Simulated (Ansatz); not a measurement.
# C₃H₃GaO: how energies converge with the basis set

One table from this session's results is given with a row withheld; the runs are named, their logs left out.

Method: one geometry, several basis sets; program: Ansatz 0.2.0, Gaussian basis.

Plan: PBE0-D4/def2-SVP; ωB97M-V/def2-SVP; PBE0-D4/def2-QZVPP; ωB97M-V/def2-QZVPP; the functionals' def2-TZVPP values are taken from earlier runs.

**The relaxed structure**

An earlier PBE0-D4 in a triple-zeta def2 set relaxation fixed the geometry.

SMILES `C#C[C](=O)[GaH2]`, 8 atoms, charge 0, spin multiplicity 1.

Atoms are counted from 1 here; the program's logs count them from 0.

Bond lengths: C1–C2 1.205 Å, C1–H6 1.065 Å, C2–C3 1.445 Å, C3–O4 1.213 Å, C3–Ga5 2.044 Å, Ga5–H7 1.564 Å, Ga5–H8 1.569 Å. Angles: C2–C1–H6 178.4°, C1–C2–C3 172.8°, C2–C3–O4 122.4°, C2–C3–Ga5 117.5°, O4–C3–Ga5 120.1°, C3–Ga5–H7 115.6°, C3–Ga5–H8 120.1°, H7–Ga5–H8 124.3°.

Set-up of the first run:

The input, in.yaml:

```yaml
crystal:
  periodic: [false, false, false]
  atoms:
    - {symbol: C, position_ang: [-0.605030, -0.824003, 2.034356]}
    - {symbol: C, position_ang: [0.016037, -0.158225, 1.245608]}
    - {symbol: C, position_ang: [0.657428, 0.564789, 0.170764]}
    - {symbol: O, position_ang: [1.562880, 1.347880, 0.363826]}
    - {symbol: Ga, position_ang: [-0.015978, 0.226047, -1.729674]}
    - {symbol: H, position_ang: [-1.138082, -1.401383, 2.753839]}
    - {symbol: H, position_ang: [0.711092, 1.030118, -2.857174]}
    - {symbol: H, position_ang: [-1.188356, -0.785233, -1.981544]}
basis:
  gaussian: {orbitals: def2-SVP}
hamiltonian: {xc: pbe0, dispersion: d4}
output: {orbitals: {seedname: orbitals}}
```

Command:

```
> ansatz run in.yaml --threads 4 --pin off --events-out ev --progress --plain --max-ram 10444MiB
```

Steps of the session up to this table: PBE0-D4 in def2-SVP; ωB97M-V in def2-SVP; PBE0-D4 in def2-QZVPP; ωB97M-V in def2-QZVPP.

One of the session's tables, all rows but one given; the rest of the session is left out.

It belongs to the step «Functionals by basis». 

| functional | basis | HOMO (eV) | LUMO (eV) |
| --- | --- | --- | --- |
| PBE0-D4 | def2-SVP | -6.82 | -2.69 |
| PBE0-D4 | def2-TZVPP | -6.94 | -2.80 |
| PBE0-D4 | def2-QZVPP | -6.96 | -2.82 |
| ωB97M-V | def2-SVP | ? | ? |
| ωB97M-V | def2-TZVPP | -9.21 | -0.85 |
| ωB97M-V | def2-QZVPP | -9.23 | -0.92 |

**Question.** Estimate the row for ωB97M-V, def2-SVP.

As computed: HOMO (eV): -9.06; LUMO (eV): -0.73. In the column «HOMO (eV)» it lies between ωB97M-V, def2-TZVPP (-9.21) and PBE0-D4, def2-QZVPP (-6.96).
